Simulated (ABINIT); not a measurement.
ScF3:

```
Sc F
1.0
     4.01245    0.00000    0.00000
     0.00000    4.01245    0.00000
     0.00000    0.00000    4.01245
Sc F
1 3
Direct
  0.00000 0.00000 0.00000
  0.00000 0.00000 0.50000
  0.00000 0.50000 0.00000
  0.50000 0.00000 0.00000
```

Base run:

- Program: ABINIT 10.8.3 (patched build)
- Functional: PBEsol
- Potentials or basis: PseudoDojo NC SR PBEsol v0.4.1 standard
- Cutoff: 980 eV
- k mesh: 5 × 5 × 5
- Occupations: fermi-dirac, width 0.05 eV
- Spin: no spin polarisation

Its results: band gap on the k mesh 6.37 eV, indirect (least direct gap 6.86 eV); pressure -0.9 GPa.

The run is repeated on the same cell with these changes: cutoff from 980 eV to 1143 eV. What comes out?

Band gap on the k mesh 6.37 eV, indirect (least direct gap 6.86 eV); pressure 0.3 GPa.

Caveats: an odd mesh through Γ misses points on the zone boundary, where band edges often lie.
